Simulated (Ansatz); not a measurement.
Predict the output of the script below (the Ansatz DFT code, driven from Python).

Input file `algeh7si2.yaml`:
```yaml
crystal:
  periodic: [false, false, false]
  atoms:
    - { symbol: Ge, position_ang: [-1.199, 1.5533, -0.0746] }
    - { symbol: Si, position_ang: [0.6948, 0.3978, -0.4418] }
    - { symbol: Al, position_ang: [1.2356, -0.969, 1.402] }
    - { symbol: Si, position_ang: [0.4207, -1.7549, -0.6391] }
    - { symbol: H, position_ang: [-1.8921, 1.9389, -1.4689] }
    - { symbol: H, position_ang: [-2.2282, 0.7512, 0.7469] }
    - { symbol: H, position_ang: [-0.8902, 2.9041, 0.6877] }
    - { symbol: H, position_ang: [1.8318, 1.019, -1.2235] }
    - { symbol: H, position_ang: [1.8316, -1.1715, 2.9378] }
    - { symbol: H, position_ang: [1.319, -2.515, -1.4228] }
    - { symbol: H, position_ang: [-1.0586, -2.2108, -0.4831] }
basis:
  gaussian: { orbitals: def2-SVP }
hamiltonian:
  xc: pbe
output:
  forces: true
```

The script, `run_deck.py`:
```python
"""Run AlGeH7Si2 from an input written out key by key."""

import ansatz as az
import numpy as np

session = az.Session.from_deck("algeh7si2.yaml")
rep = session.plan(threads=1).execute().report

for key in ("converged", "free_energy_ev", "reference_energy_ev", "n_frozen", "n_occupied", "n_virtual"):
    print(f"{key:22s} {rep[key]}")
symbols = ["Ge", "Si", "Al", "Si", "H", "H", "H", "H", "H", "H", "H"]

forces = np.array(rep["forces_ev_ang"])
print("largest force", round(float(np.linalg.norm(forces, axis=1).max()), 4), "eV/A, rms", round(float(np.sqrt((forces ** 2).mean())), 4))
charges = rep["charge_distribution"]
print("dipole moment", round(4.803205 * float(np.linalg.norm(charges["dipole_moment_e_ang"])), 3), "D")
print("Mulliken:", [(s, round(q, 3)) for s, q in zip(symbols, charges["mulliken_charges_e"])])
```

```console
$ python run_deck.py
converged              True
free_energy_ev         -78947.2816635335
reference_energy_ev    -78947.2816635335
n_frozen               0
n_occupied             [40, 40]
n_virtual              [81, 81]
largest force 3.137 eV/A, rms 0.9682
dipole moment 0.437 D
Mulliken: [('Ge', 0.143), ('Si', -0.196), ('Al', 0.332), ('Si', -0.104), ('H', -0.033), ('H', -0.038), ('H', -0.028), ('H', 0.01), ('H', -0.087), ('H', 0.001), ('H', -0.001)]
```

Notes:
- Total energies depend on the basis set; only differences at equal settings carry meaning.
- The geometry is a force-field or estimated start, not a minimum of this method, and the basis set is short of its limit.
- Timing: 2 s on 1 thread of AMD EPYC 9B45 (Zen 5), with other jobs on the host, peak memory 0.23 GiB.
